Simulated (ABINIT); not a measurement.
# In3As (Pm-3m) in ABINIT: reference runs

How does In3As come out in PBE? The cell is run as given and disturbed.

Everything below comes from runs of ABINIT 10.8.3 (patched build). Logs are shortened: lines on timing, memory, paths and dates and some standing lists are left out, and cuts for length are marked. The log counts tension as positive stress, the text compression.

### 1 The structure

The structure is cubic, space group Pm-3m (No. 221). Conventional cell: a = 4.672 Å, b = 4.672 Å, c = 4.672 Å, α = 90.00°, β = 90.00°, γ = 90.00°. In (site symmetry 4/mmm) is surrounded by 8 In at 3.30 Å and 4 As at 3.30 Å. Around As (site symmetry m-3m) lie 12 In at 3.30 Å.

The cell comes from a database or a generator and needn't be the stable form of this composition.

### 2 Single point, PBE

run.abi

```
# Pseudopotentials
pp_dirpath "./"
pseudos "In.GGA_PBE-JTH.xml, As.GGA_PBE-JTH.xml"

# Structure
structure "poscar:POSCAR"
natom 4

# Plane-wave basis
ecut 22.0
pawecutdg 44.0
pawxcdev 0

# k points
kptopt 1
ngkpt 6 6 6
nshiftk 1
shiftk 0.0 0.0 0.0

# Exchange and correlation
ixc 11

# Bands and occupations
nband 33
occopt 3
tsmear 0.00183747

# SCF cycle
nstep 100
tolvrs 1.0e-9

# Output
iomode 3
prtwf 0
prtden 0
prteig 0
prtebands 0
enunit 1
```

POSCAR

```
In3As
1.0
    4.6716810000      0.0000000000      0.0000000000
    0.0000000000      4.6716810000      0.0000000000
    0.0000000000      0.0000000000      4.6716810000
In As
3 1
Direct
    0.5000000000      0.5000000000      0.0000000000  In
    0.5000000000      0.0000000000      0.5000000000  In
    0.0000000000      0.5000000000      0.5000000000  In
    0.0000000000      0.0000000000      0.0000000000  As
```

Potentials or basis: JTH PAW PBE v2.0.

Launch:

```console
$ abinit run.abi > log 2>&1
```

run.abo:

```text
.Version 10.8.3 of ABINIT
 Symmetries : space group Pm -3 m (#221); Bravais cP (primitive cubic)
================================================================================
 Values of the parameters that define the memory need of the present run
     intxc =       0    ionmov =       0      iscf =      17    lmnmax =      18
     lnmax =       6     mgfft =      40  mpssoang =       3    mqgrid =    3001
     natom =       4  nloc_mem =       2    nspden =       1   nspinor =       1
    nsppol =       1      nsym =      48    n1xccc =       1    ntypat =       2
    occopt =       3   xclevel =       2
       mpw =        3422          nfft =       64000          nkpt =          20
 PAW method is used; the additional fine FFT grid is defined by:
   mgfftf=        54    nfftf =    157464
================================================================================
================================================================================

--------------------------------------------------------------------------------
------------- Echo of variables that govern the present computation ------------
--------------------------------------------------------------------------------
 -outvars: echo values of preprocessed input variables --------
            acell      1.0000000000E+00  1.0000000000E+00  1.0000000000E+00 Bohr
              amu      1.14820000E+02  7.49215900E+01
             ecut      2.20000000E+01 Hartree
           enunit           1
              ixc          11
         kptrlatt        6    0    0      0    6    0      0    0    6
          kptrlen      5.29691858E+01
            natom           4
            nband          33
            ngfft          40      40      40
          ngfftdg          54      54      54
             nkpt          20
            nstep         100
             nsym          48
           ntypat           2
           occopt           3
        pawecutdg      4.40000000E+01 Hartree
         pawxcdev           0
           prtden           0
        prtebands           0
           prteig           0
            prtwf           0
            rprim      8.8281976376E+00  0.0000000000E+00  0.0000000000E+00
                       0.0000000000E+00  8.8281976376E+00  0.0000000000E+00
                       0.0000000000E+00  0.0000000000E+00  8.8281976376E+00
          spgroup         221
           tolvrs      1.00000000E-09
           tsmear      1.83747000E-03 Hartree
            typat      1  1  1  2
           useylm           1
           xangst      2.3358405000E+00  2.3358405000E+00  0.0000000000E+00
                       2.3358405000E+00  0.0000000000E+00  2.3358405000E+00
                       0.0000000000E+00  2.3358405000E+00  2.3358405000E+00
                       0.0000000000E+00  0.0000000000E+00  0.0000000000E+00
            xcart      4.4140988188E+00  4.4140988188E+00  0.0000000000E+00
                       4.4140988188E+00  0.0000000000E+00  4.4140988188E+00
                       0.0000000000E+00  4.4140988188E+00  4.4140988188E+00
                       0.0000000000E+00  0.0000000000E+00  0.0000000000E+00
             xred      5.0000000000E-01  5.0000000000E-01  0.0000000000E+00
                       5.0000000000E-01  0.0000000000E+00  5.0000000000E-01
                       0.0000000000E+00  5.0000000000E-01  5.0000000000E-01
                       0.0000000000E+00  0.0000000000E+00  0.0000000000E+00
            znucl       49.00000   33.00000

================================================================================

 chkinp: Checking input parameters for consistency.

================================================================================
== DATASET  1 ==================================================================

--- !DatasetInfo
iteration_state: {dtset: 1, }
dimensions: {natom: 4, nkpt: 20, mband: 33, nsppol: 1, nspinor: 1, nspden: 1, mpw: 3422, }
cutoff_energies: {ecut:  22.0, pawecutdg:  44.0, }
electrons: {nelect:   5.40000000E+01, charge:   0.00000000E+00, occopt:   3.00000000E+00, tsmear:   1.83747000E-03, }
meta: {optdriver: 0, ionmov: 0, optcell: 0, iscf: 17, paral_kgb: 0, }
...

 Exchange-correlation functional for the present dataset will be:
  GGA: Perdew-Burke-Ernzerhof functional - ixc=11
  J.P.Perdew, K.Burke, M.Ernzerhof, PRL 77, 3865 (1996)
[... 77 lines left out ...]
etotal    :  -2.87975461E+02
entropy   :   0.00000000E+00
fermie    :   2.03188853E-01
cartesian_stress_tensor: # hartree/bohr^3
- [ -2.02739854E-05,   0.00000000E+00,   0.00000000E+00, ]
- [  0.00000000E+00,  -2.02739854E-05,   0.00000000E+00, ]
- [  0.00000000E+00,   0.00000000E+00,  -2.02739854E-05, ]
pressure_GPa:   5.9648E-01
xred      :
- [  5.0000E-01,   5.0000E-01,   0.0000E+00, In]
- [  5.0000E-01,   0.0000E+00,   5.0000E-01, In]
- [  0.0000E+00,   5.0000E-01,   5.0000E-01, In]
- [  0.0000E+00,   0.0000E+00,   0.0000E+00, As]
cartesian_forces: # hartree/bohr
- [ -0.00000000E+00,  -0.00000000E+00,  -0.00000000E+00, ]
- [ -0.00000000E+00,  -0.00000000E+00,  -0.00000000E+00, ]
- [ -0.00000000E+00,  -0.00000000E+00,  -0.00000000E+00, ]
- [ -0.00000000E+00,  -0.00000000E+00,  -0.00000000E+00, ]
force_length_stats: {min:   0.00000000E+00, max:   0.00000000E+00, mean:   0.00000000E+00, }
...

 Integrated electronic density in atomic spheres:
 ------------------------------------------------
 Atom  Sphere_radius  Integrated_density
    1        2.50645         11.10970477
    2        2.50645         11.10970477
    3        2.50645         11.10970477
    4        2.10392         12.50905177

================================================================================

 ----iterations are completed or convergence reached----

 Mean square residual over all n,k,spin=   13.628E-07; max=  62.671E-05
 reduced coordinates (array xred) for    4 atoms
       0.500000000000      0.500000000000      0.000000000000
       0.500000000000      0.000000000000      0.500000000000
       0.000000000000      0.500000000000      0.500000000000
       0.000000000000      0.000000000000      0.000000000000
 rms dE/dt=  0.0000E+00; max dE/dt=  0.0000E+00; dE/dt below (all hartree)
    1       0.000000000000      0.000000000000      0.000000000000
    2       0.000000000000      0.000000000000      0.000000000000
    3       0.000000000000      0.000000000000      0.000000000000
    4       0.000000000000      0.000000000000      0.000000000000

 cartesian coordinates (angstrom) at end:
    1      2.33584050000000     2.33584050000000     0.00000000000000
    2      2.33584050000000     0.00000000000000     2.33584050000000
    3      0.00000000000000     2.33584050000000     2.33584050000000
    4      0.00000000000000     0.00000000000000     0.00000000000000

 cartesian forces (hartree/bohr) at end:
    1     -0.00000000000000    -0.00000000000000    -0.00000000000000
    2     -0.00000000000000    -0.00000000000000    -0.00000000000000
    3     -0.00000000000000    -0.00000000000000    -0.00000000000000
    4     -0.00000000000000    -0.00000000000000    -0.00000000000000
 frms,max,avg= 0.0000000E+00 0.0000000E+00   0.000E+00  0.000E+00  0.000E+00 h/b

 cartesian forces (eV/Angstrom) at end:
    1     -0.00000000000000    -0.00000000000000    -0.00000000000000
    2     -0.00000000000000    -0.00000000000000    -0.00000000000000
    3     -0.00000000000000    -0.00000000000000    -0.00000000000000
    4     -0.00000000000000    -0.00000000000000    -0.00000000000000
 frms,max,avg= 0.0000000E+00 0.0000000E+00   0.000E+00  0.000E+00  0.000E+00 e/A
 length scales=  1.000000000000  1.000000000000  1.000000000000 bohr
              =  0.529177210544  0.529177210544  0.529177210544 angstroms
 Fermi (or HOMO) energy (eV) =   5.52905   Average Vxc (eV)= -10.10170
 Eigenvalues (   eV  ) for nkpt=  20  k points:
 kpt#   1, nband= 33, wtk=  0.00463, kpt=  0.0000  0.0000  0.0000 (reduced coord)
 -29.86478  -29.86478  -29.86449  -29.86449  -29.86449   -9.13157   -9.11783   -9.11783
  -9.11783   -8.94446   -8.94446   -8.78348   -8.78348   -8.78348   -8.72495   -8.72495
  -8.62121   -8.59071   -8.59071   -8.59071   -5.64089   -0.69723    2.69942    2.69942
   2.69942    3.67276    3.67276    7.63430    7.63430    7.63430   10.12166   10.12166
  10.12166
 prteigrs : prtvol=0 or 1, do not print more k-points.

--- !EnergyTerms
iteration_state     : {dtset: 1, }
comment             : Components of total free energy in Hartree
kinetic             :  4.57471788161477E+01
hartree             :  9.01800333337748E+01
xc                  : -2.47739842424832E+01
Ewald energy        : -1.89683609121185E+02
psp_core            :  7.87790784984133E+00
local_psp           : -2.48874547927346E+02
PAW spherical_terms :  3.15521168918230E+01
internal            : -2.87974904399428E+02
'-kT*entropy'       : -5.59167597041048E-04
total_energy        : -2.87975463567025E+02
total_energy_eV     : -7.83621156848776E+03
...

--- !EnergyTermsDC
iteration_state     : {dtset: 1, }
comment             : '"Double-counting" decomposition of free energy'
band_energy         : -2.00702839832478E+01
Ewald energy        : -1.89683609121185E+02
psp_core            :  7.87790784984133E+00
xc_dc               : -9.80939987110383E+01
PAW spherical_terms :  1.19950823952624E+01
internal            : -2.87974901570368E+02
'-kT*entropy'       : -5.59167597041048E-04
total_energy_dc     : -2.87975460737965E+02
total_energy_dc_eV  : -7.83621149150510E+03
...

--- !EnergyTermsWithPAWCore
iteration_state     : {dtset: 1, }
comment             : 'Components of total free energy, including PAW core contributions'
Total energy        : -1.99061333159642E+04
Total energy DC     : -1.99061333131352E+04
Total energy (eV)   : -5.41673482324693E+05
Total energy DC (eV): -5.41673482247711E+05
...

 Cartesian components of stress tensor (hartree/bohr^3)
  sigma(1 1)= -2.02739854E-05  sigma(3 2)=  0.00000000E+00
  sigma(2 2)= -2.02739854E-05  sigma(3 1)=  0.00000000E+00
  sigma(3 3)= -2.02739854E-05  sigma(2 1)=  0.00000000E+00

-Cartesian components of stress tensor (GPa)         [Pressure=  5.9648E-01 GPa]
- sigma(1 1)= -5.96481244E-01  sigma(3 2)=  0.00000000E+00
- sigma(2 2)= -5.96481244E-01  sigma(3 1)=  0.00000000E+00
- sigma(3 3)= -5.96481244E-01  sigma(2 1)=  0.00000000E+00

== END DATASET(S) ==============================================================
================================================================================

 -outvars: echo values of variables after computation  --------
            acell      1.0000000000E+00  1.0000000000E+00  1.0000000000E+00 Bohr
           etotal     -2.8797546074E+02
            fcart     -0.0000000000E+00 -0.0000000000E+00 -0.0000000000E+00
                      -0.0000000000E+00 -0.0000000000E+00 -0.0000000000E+00
                      -0.0000000000E+00 -0.0000000000E+00 -0.0000000000E+00
                      -0.0000000000E+00 -0.0000000000E+00 -0.0000000000E+00
            rprim      8.8281976376E+00  0.0000000000E+00  0.0000000000E+00
                       0.0000000000E+00  8.8281976376E+00  0.0000000000E+00
                       0.0000000000E+00  0.0000000000E+00  8.8281976376E+00
           strten     -2.0273985404E-05 -2.0273985404E-05 -2.0273985404E-05
                       0.0000000000E+00  0.0000000000E+00  0.0000000000E+00
           xangst      2.3358405000E+00  2.3358405000E+00  0.0000000000E+00
                       2.3358405000E+00  0.0000000000E+00  2.3358405000E+00
                       0.0000000000E+00  2.3358405000E+00  2.3358405000E+00
                       0.0000000000E+00  0.0000000000E+00  0.0000000000E+00
             xred      5.0000000000E-01  5.0000000000E-01  0.0000000000E+00
                       5.0000000000E-01  0.0000000000E+00  5.0000000000E-01
                       0.0000000000E+00  5.0000000000E-01  5.0000000000E-01
                       0.0000000000E+00  0.0000000000E+00  0.0000000000E+00
 Calculation completed.
```

It took 72 s on 1 thread of Arm Neoverse V2, shared host; peak memory 0.18 GiB.

What came out:

| Quantity | Value |
| --- | --- |
| Free energy | -7836.2115 eV |
| Pressure | 0.6 GPa |
| Band gap on the k mesh | none (metal or under the smearing width) |
| Valence electrons inside the program's atomic spheres | In 11.11; As 12.51 |

### 3 Single point, PBE (atoms moved at random, drawn with an rms of 0.05 Å)

run.abi

```
# Pseudopotentials
pp_dirpath "./"
pseudos "In.GGA_PBE-JTH.xml, As.GGA_PBE-JTH.xml"

# Structure
acell 4.671681 4.671681 4.671681 Angstrom
rprim
     1.0000000000     0.0000000000     0.0000000000
     0.0000000000     1.0000000000     0.0000000000
     0.0000000000     0.0000000000     1.0000000000
ntypat 2
znucl 49 33
natom 4
typat 1 1 1 2
xred
     0.5028690000     0.4979900000    -0.0089040000
     0.4937360000    -0.0117320000     0.4955530000
    -0.0097910000     0.4974800000     0.5102530000
    -0.0010710000     0.0083410000    -0.0029350000
chkprim 0
chksymtnons 0
tolsym 1.0e-6

# Plane-wave basis
ecut 22.0
pawecutdg 44.0
pawxcdev 0

# k points
kptopt 1
ngkpt 6 6 6
nshiftk 1
shiftk 0.0 0.0 0.0

# Exchange and correlation
ixc 11

# Bands and occupations
nband 33
occopt 3
tsmear 0.05 eV

# SCF cycle
nstep 100
tolvrs 1.0e-9

# Output
iomode 3
prtwf 0
prteig 0
prtebands 0
enunit 2
prtden 1
prtvha 1
prtvclmb 1
prtpot 1
```

Potentials or basis: JTH PAW PBE v2.0.

Launch:

```console
$ abinit run.abi > log 2>&1
```

It took 7.2 min on 1 thread of Arm Neoverse V2, shared host; peak memory 0.42 GiB.

It converged, with:

```
Free energy                                           : -7836.2051 eV
Pressure                                              : 0.6 GPa
Largest force                                         : 0.198 eV/Å
Band gap on the k mesh                                : none (metal or under the smearing width)
Valence electrons inside the program's atomic spheres : In 11.10; As 12.51
```

Forces in eV/Å, atoms in the order of the input:
```
In  -0.073 -0.076  0.168
In  -0.060  0.085 -0.085
In   0.097 -0.082 -0.111
As   0.036  0.074  0.028
```

Stress tensor (GPa, compression positive):
```
 0.63 -0.03 -0.06
-0.03  0.60 -0.04
-0.06 -0.04  0.61
```

Levels at points of the mesh, in eV from the Fermi level:
| k point | band 25 | band 26 | band 27 | band 28 | band 29 | band 30 |
| --- | --- | --- | --- | --- | --- | --- |
| (0.00, 0.00, 0.00) | -2.82 | -1.85 | -1.83 | 2.10 | 2.11 | 2.11 |
| (0.50, 0.00, 0.00) | -1.54 | -1.18 | -0.16 | -0.01 | 0.21 | 1.51 |
| (0.00, 0.50, 0.00) | -1.55 | -1.17 | -0.02 | -0.01 | 0.06 | 1.52 |
| (0.50, 0.50, 0.00) | -0.74 | -0.33 | 0.47 | 0.48 | 1.76 | 1.93 |
| (0.00, 0.00, 0.50) | -1.55 | -1.18 | -0.16 | 0.00 | 0.22 | 1.53 |
| (0.50, 0.00, 0.50) | -0.76 | -0.33 | 0.47 | 0.49 | 1.77 | 1.96 |
| (0.00, 0.50, 0.50) | -0.73 | -0.34 | 0.46 | 0.48 | 1.77 | 1.87 |
| (0.50, 0.50, 0.50) | -3.91 | -3.90 | -3.83 | -3.30 | 4.73 | 4.74 |
